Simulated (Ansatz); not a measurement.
**GaH₃+ (doublet): the correlation ladder at distance Ga1–H3 = 2.894 Å, cc-pVDZ**

Aim: climb from Hartree-Fock through coupled cluster and multireference methods for GaH₃+ (doublet) at one geometry and basis, and see what each rung misses.

The runs use Ansatz 0.2.0, Gaussian basis; cc-pVDZ, core rule «outside noble gas», up to 14 orbitals frozen.

Plan: UHF; CCSD(T) on ROHF; CCSD(T) on UHF; BCCD(T) on ROHF; CISD as a restricted active space (open shells left free, so some higher excitations enter); CCSDT(Q) on ROHF; CCSDT(Q) on UHF; CASSCF and MRCISD+Q, 3 electrons in 3 orbitals; CASSCF and NEVPT2, 3 electrons in 3 orbitals; Full CI.

37 further runs of the same task are left out: 23 for a known fault of the program, 12 that didn't finish, 2 set aside as unsound or not needed. Runs told in other sessions of the task aren't counted.

**1. The geometry**

The geometry derives from a PBE0/def2-TZVP stationary point (not a proven minimum). One bond is set to the value named and the two fragments are kept rigid. No spin-orbit coupling is included. The filled d shell of Ga may be among the frozen orbitals whatever the setting's name suggests.

4 atoms, charge 1, spin multiplicity 2.

Atoms are counted from 1 here; the program's logs count them from 0.

Bond lengths: Ga1–H4 1.532 Å.

**2. UHF**

File in.yaml:

```yaml
crystal:
  periodic: [false, false, false]
  atoms:
    - {symbol: Ga, position_ang: [0.000000, 0.023829, 0.018810]}
    - {symbol: H, position_ang: [0.000000, -2.048762, 0.018810]}
    - {symbol: H, position_ang: [0.000000, 0.254483, -2.865983]}
    - {symbol: H, position_ang: [0.000000, 0.145934, 1.545980]}
basis:
  gaussian: {orbitals: cc-pVDZ}
total_charge: 1
magnetization: {spin_polarized: true, initial_magnetization: 1}
hamiltonian: {xc: hf}
output: {orbitals: {seedname: orbitals}}
```

On the command line:

```console
> ansatz run in.yaml --threads 1 --pin off --events-out ev --progress --plain --max-ram 2393MiB
```

After this run come: CCSD(T) on ROHF; CCSD(T) on UHF; BCCD(T) on ROHF; CISD as a restricted active space (open shells left free, so some higher excitations enter); CCSDT(Q) on ROHF; CCSDT(Q) on UHF; CASSCF and MRCISD+Q, 3 electrons in 3 orbitals; CASSCF and NEVPT2, 3 electrons in 3 orbitals; Full CI.

**Question.** What will the summary of the whole plan be? Wanted: FCI from the RHF energy; RMP2 from FCI; UMP2 from FCI; RCCSD from FCI; RCCSD(T) from FCI; UCCSD(T) from FCI; RCCSDT(Q) from FCI; UCCSDT(Q) from FCI; NEVPT2 pair from FCI.

As calculated:

```
                         quantity                                                                   value
          FCI from the ROHF energy                                                              -2.6118 eV
                    RMP2 from FCI                                                            +93.1 kJ/mol
                    UMP2 from FCI                                                            +70.5 kJ/mol
                   RCCSD from FCI                                                             +9.7 kJ/mol
                RCCSD(T) from FCI                                                             +3.2 kJ/mol
                UCCSD(T) from FCI                                                             +5.9 kJ/mol
               RCCSDT(Q) from FCI                                                             -0.1 kJ/mol
               UCCSDT(Q) from FCI                                                             +0.4 kJ/mol
             NEVPT2 pair from FCI                                                            +43.9 kJ/mol
           MRCISD+Q pair from FCI                                                             +0.3 kJ/mol
levels within 1 kcal/mol (43 meV)  RCCSD(T), BCCD(T), RCCSDT, UCCSDT, RCCSDT(Q), UCCSDT(Q), MRCISD+Q pair
                    T1 diagnostic                                                                   0.085
   effectively unpaired electrons                                                                    1.44
```

In words: RCCSD(T) misses by +3.2 kJ/mol, 1.3 % of the correlation energy. CCSD(T) misses by +3.2 kJ/mol on the restricted determinant and by +5.9 kJ/mol on the unrestricted one; the two need not hold the same state or core. The occupations show static correlation (1.44 effectively unpaired electrons where one determinant has 1). Of the multireference levels listed MRCISD+Q pair comes nearest in total energy (+0.3 kJ/mol), which doesn't show that its space is the better one. These misses are within one basis, not against nature; the frozen cores of restricted and unrestricted runs differ, which can shift their rows.

Levels on UHF freeze UHF's core orbitals, full CI those of ROHF, so the U rows can settle a little off it for that reason alone.

With open shells the CI space here admits some higher excitations, so it is larger than plain CISD.
